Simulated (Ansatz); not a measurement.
# C₂H₈InN: how energies converge with the basis set

The task here is to estimate one member of a computed series from the others.

Method: one geometry, several basis sets; program: Ansatz 0.2.0, Gaussian basis.

Plan: PBE0-D4/def2-SVP; ωB97M-V/def2-SVP; PBE0-D4/def2-QZVPP; ωB97M-V/def2-QZVPP; the functionals' def2-TZVPP values are taken from earlier runs.

## The relaxed structure

All runs share one geometry, relaxed beforehand with PBE0-D4 in a triple-zeta def2 set. In takes the def2 core potential; no spin-orbit term is included.

SMILES `C[N](C)[InH2]`, 12 atoms, charge 0, spin multiplicity 1.

Atoms are counted from 1 here; the program's logs count them from 0.

Bond lengths: C1–N2 1.438 Å, C1–H5 1.093 Å, C1–H6 1.102 Å, C1–H7 1.102 Å, N2–C3 1.438 Å, N2–In4 2.019 Å, C3–H8 1.102 Å, C3–H9 1.093 Å, C3–H10 1.102 Å, In4–H11 1.712 Å, In4–H12 1.712 Å. Angles: N2–C1–H5 111.1°, N2–C1–H6 111.8°, N2–C1–H7 111.8°, H5–C1–H6 107.6°, H5–C1–H7 107.6°, H6–C1–H7 106.7°, C1–N2–C3 112.4°, C1–N2–In4 123.8°, C3–N2–In4 123.8°, N2–C3–H8 111.8°, N2–C3–H9 111.1°, N2–C3–H10 111.8°, H8–C3–H9 107.6°, H8–C3–H10 106.7°, H9–C3–H10 107.6°, N2–In4–H11 113.9°, N2–In4–H12 113.9°, H11–In4–H12 132.2°.

As a file:

```xyz
12

C    -0.27168    1.35661   -0.33391
N    -0.01066   -0.02070   -0.01330
C     0.92310   -0.16347    1.07092
In   -0.86185   -1.57834   -0.97519
H    -0.98191    1.44029   -1.15992
H    -0.69275    1.90342    0.52475
H     0.64683    1.88854   -0.62870
H     0.55557    0.31514    1.99257
H     1.10664   -1.21680    1.29568
H     1.89399    0.30184    0.83777
H    -1.93646   -1.11840   -2.22540
H    -0.37083   -3.10813   -0.38527
```

Set-up of the first run:

Contents of in.yaml:

```yaml
crystal:
  periodic: [false, false, false]
  atoms:
    - {symbol: C, position_ang: [-0.271680, 1.356614, -0.333909]}
    - {symbol: N, position_ang: [-0.010660, -0.020695, -0.013299]}
    - {symbol: C, position_ang: [0.923097, -0.163466, 1.070918]}
    - {symbol: In, position_ang: [-0.861846, -1.578336, -0.975189]}
    - {symbol: H, position_ang: [-0.981906, 1.440290, -1.159916]}
    - {symbol: H, position_ang: [-0.692748, 1.903416, 0.524749]}
    - {symbol: H, position_ang: [0.646833, 1.888541, -0.628698]}
    - {symbol: H, position_ang: [0.555571, 0.315136, 1.992570]}
    - {symbol: H, position_ang: [1.106639, -1.216795, 1.295678]}
    - {symbol: H, position_ang: [1.893994, 0.301836, 0.837766]}
    - {symbol: H, position_ang: [-1.936463, -1.118404, -2.225398]}
    - {symbol: H, position_ang: [-0.370831, -3.108127, -0.385271]}
basis:
  gaussian: {orbitals: def2-SVP}
hamiltonian: {xc: pbe0, dispersion: d4}
output: {orbitals: {seedname: orbitals}}
```

Among the steps run: PBE0-D4 in def2-SVP; ωB97M-V in def2-SVP; PBE0-D4 in def2-QZVPP; ωB97M-V in def2-QZVPP.

One of the session's tables, all rows but one given; the rest of the session is left out.

It belongs to the step «Density functionals: the series». 

```
functional       basis  HOMO (eV)
   PBE0-D4    def2-SVP      -5.88
   PBE0-D4  def2-TZVPP      -5.94
   PBE0-D4  def2-QZVPP      -5.96
   ωB97M-V    def2-SVP      -8.10
   ωB97M-V  def2-TZVPP      -8.18
   ωB97M-V  def2-QZVPP          ?
```

Q: Estimate the row for ωB97M-V, def2-QZVPP from the others.

**Answer.** HOMO (eV): -8.20. In the column «HOMO (eV)» it is the lowest.
